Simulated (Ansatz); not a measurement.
# UHF/3-21G run of SnH2F (SMILES [F][SnH2])

What is the vertical doublet–quartet gap of SnH2F at UHF/3-21G? 

Program for the calculation: Ansatz 0.2.0.

36 further runs of the same task are left out: 36 set aside as unsound or not needed.

### 1 The structure to begin with

SnH2F has 4 atoms, charge 0, and is taken as a doublet. As SMILES, `[F][SnH2]`. The coordinates come from a PBE0-D4/def2-TZVP relaxation.

Bond lengths: F1–Sn2 1.932 Å, Sn2–H3 1.726 Å, Sn2–H4 1.726 Å. Angles: F1–Sn2–H3 103.3°, F1–Sn2–H4 103.3°, H3–Sn2–H4 113.3°.

### 2 The energy at UHF/3-21G

job.yaml reads:

```yaml
basis:
  gaussian:
    orbitals: 3-21G-spherical.json
crystal:
  periodic: [false, false, false]
  atoms:
    - {symbol: F, position_ang: [-1.552600, -0.190000, 0.640700]}
    - {symbol: Sn, position_ang: [0.028300, -0.242200, -0.468300]}
    - {symbol: H, position_ang: [1.184100, -1.054400, 0.524100]}
    - {symbol: H, position_ang: [0.395700, 1.426200, -0.716700]}
magnetization:
  spin_polarized: true
  initial_magnetization: 1
hamiltonian:
  xc: hf
accuracy: high
output:
  orbitals: {seedname: orbitals}
```

The basis set 3-21G is read from a file made from the Basis Set Exchange's data (not shown).

On the command line:

```sh
ansatz run job.yaml --threads 1 --pin off --max-ram 3480MiB --events-out events.jsonl --progress --plain --runs-dir runs
```

Standard output:

```text
Warning: RAYON_NUM_THREADS=1 ignored (pool sized by the plan → 1); use --threads N
Functional definition: HF
  name "HF"
  exchange = exact_x
  correlation = 0
838 factors; integrals over basis functions are off by at most 9.7e-9 eV
mean field evaluation 1: about -165887.6699 eV, gradient 2.0e1 eV
mean field evaluation 2: about -165887.7072 eV, gradient 2.0e1 eV
mean field evaluation 4: about -165889.3750 eV, gradient 1.4e0 eV
mean field evaluation 8: about -165889.4119 eV, gradient 7.1e-2 eV
mean field evaluation 16: about -165889.4121 eV, gradient 1.7e-8 eV
mean field -165889.41210126 eV, -6096.3234508391 hartree, gradient 1.7e-8 eV, S^2 0.752048; 0 other end points of the search recorded, 0 dependent functions left out
reference -165889.41210126 eV, -6096.3234508391 hartree; 31, 30 occupied and 13, 14 virtual orbitals, 838 factors
Total energy: -165889.41210126 eV, -6096.3234508391 hartree
```

Run time: 1 s. Hardware: 1 thread of Arm Neoverse V1, shared host; peak memory 0.13 GiB.

### 3 The quartet

in.yaml reads:

```yaml
crystal:
  periodic: [false, false, false]
  atoms:
    - {symbol: F, position_ang: [-1.552600, -0.190000, 0.640700]}
    - {symbol: Sn, position_ang: [0.028300, -0.242200, -0.468300]}
    - {symbol: H, position_ang: [1.184100, -1.054400, 0.524100]}
    - {symbol: H, position_ang: [0.395700, 1.426200, -0.716700]}
basis:
  gaussian: {orbitals: 3-21G-spherical.json}
magnetization: {spin_polarized: true, initial_magnetization: 3}
hamiltonian: {xc: hf}
accuracy: high
output: {orbitals: {seedname: orbitals}}
```

The basis set 3-21G is read from a file made from the Basis Set Exchange's data (not shown).

On the command line:

```sh
ansatz run in.yaml --threads 1 --pin off --max-ram 3480MiB --events-out events.jsonl --progress --plain --runs-dir runs
```

Standard output:

```text
Warning: RAYON_NUM_THREADS=1 ignored (pool sized by the plan → 1); use --threads N
[... 4 set-up lines as earlier in the session ...]
838 factors; integrals over basis functions are off by at most 9.7e-9 eV
mean field evaluation 1: about -165879.9474 eV, gradient 1.9e1 eV
mean field evaluation 2: about -165879.9951 eV, gradient 1.9e1 eV
mean field evaluation 4: about -165881.8402 eV, gradient 2.3e0 eV
mean field evaluation 8: about -165881.9905 eV, gradient 1.0e0 eV
mean field evaluation 16: about -165883.2071 eV, gradient 5.6e-4 eV
mean field evaluation 32: about -165883.0886 eV, gradient 3.0e-1 eV
mean field evaluation 64: about -165882.2654 eV, gradient 1.0e0 eV
mean field evaluation 96: about -165882.0251 eV, gradient 8.1e-1 eV
mean field evaluation 128: about -165882.9005 eV, gradient 7.8e-1 eV
mean field evaluation 160: about -165883.2046 eV, gradient 4.7e-2 eV
mean field evaluation 192: about -165882.0054 eV, gradient 1.9e-1 eV
mean field evaluation 224: about -165882.0085 eV, gradient 2.1e-7 eV
mean field -165883.20712689 eV, -6096.0954222369 hartree, gradient 6.8e-8 eV, S^2 3.754120; 4 other end points of the search recorded, 0 dependent functions left out
reference -165883.20712689 eV, -6096.0954222369 hartree; 32, 29 occupied and 12, 15 virtual orbitals, 838 factors
Total energy: -165883.20712689 eV, -6096.0954222369 hartree
```

Run time: 3.9 s. Hardware: 1 thread of Arm Neoverse V1, shared host; peak memory 0.14 GiB.

### 4 Results

At UHF/3-21G:

```
                                        quantity           value
                           doublet: total energy  -6096.32345 Eh
     doublet: HOMO energy (highest over α and β)        -8.98 eV
      doublet: LUMO energy (lowest over α and β)        -0.03 eV
                                   doublet: ⟨S²⟩           0.752
                           quartet: total energy  -6096.09542 Eh
     quartet: HOMO energy (highest over α and β)        -4.83 eV
      quartet: LUMO energy (lowest over α and β)        -0.87 eV
                                   quartet: ⟨S²⟩           3.754
vertical energy of the quartet above the doublet        6.205 eV
```

In words: At this shape the quartet lies 6.20 eV (143 kcal/mol) above the doublet. Relativity is left out (doublet) although the molecule holds a heavy atom. Relativity is left out (quartet) although the molecule holds a heavy atom.
